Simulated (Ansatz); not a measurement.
# ZrB2: the cost of one run

Computed with Ansatz 0.2.0 (DFT PBEsol, with the methods named in each step, unless a step's input says otherwise).

### Step 1. The structure to begin with

The structure is hexagonal, space group P6/mmm (No. 191). Conventional cell: a = 3.170 Å, b = 3.170 Å, c = 3.533 Å, α = 90.00°, β = 90.00°, γ = 120.00°. Zr (site symmetry 6/mmm) is surrounded by 12 B at 2.54 Å. Around B (site symmetry -6m2) lie 3 B at 1.83 Å and 6 Zr at 2.54 Å.

As a file:

```cif
data_structure
_symmetry_space_group_name_H-M 'P 1'
_symmetry_Int_Tables_number 1
_cell_length_a 3.1700
_cell_length_b 3.1700
_cell_length_c 3.5330
_cell_angle_alpha 90.000
_cell_angle_beta 90.000
_cell_angle_gamma 120.000
_cell_volume 30.75
loop_
_atom_site_label
_atom_site_type_symbol
_atom_site_fract_x
_atom_site_fract_y
_atom_site_fract_z
_atom_site_occupancy
Zr1 Zr 0.00000 0.00000 0.00000 1
B1 B 0.33333 0.66667 0.50000 1
B2 B 0.66667 0.33333 0.50000 1
```

Atoms are numbered in the order of the input: Zr1, B2, B3.

### Step 2. Cell and atoms relaxed, PAW

Input file input.yaml:

```yaml
crystal:
  lattice:
    - [3.17, 0.0, 0.0]
    - [-1.585, 2.74530053, 0.0]
    - [0.0, 0.0, 3.533]
  atoms:
    - { symbol: Zr, position: [0.0, 0.0, 0.0] }
    - { symbol: B, position: [0.3333333333, 0.6666666667, 0.5] }
    - { symbol: B, position: [0.6666666667, 0.3333333333, 0.5] }
kpoints:
  mp_grid: { grid: [13, 13, 10] }
scf:
  occupations: { method: fermi_dirac, width: 0.05 }
hamiltonian:
  xc: pbesol
  pseudopotentials: { kind: paw }
output:
  forces: true
  stress: true
  write_density: true
  write_potential: true
  elf: true
  volumetric_format: npy
relax:
  f_tol: 0.005
  max_steps: 50
  cell: {}
```

Command:

```bash
> ansatz run input.yaml --threads 1 --pin off --max-ram 3072MiB --backend cpu --events-out ev --progress --plain --runs-dir out
```

Q: Estimate wall time and peak memory on 1 thread of Intel Xeon 6975P-C (Granite Rapids), shared host.

About 9 s, with a peak of 0.39 GiB.
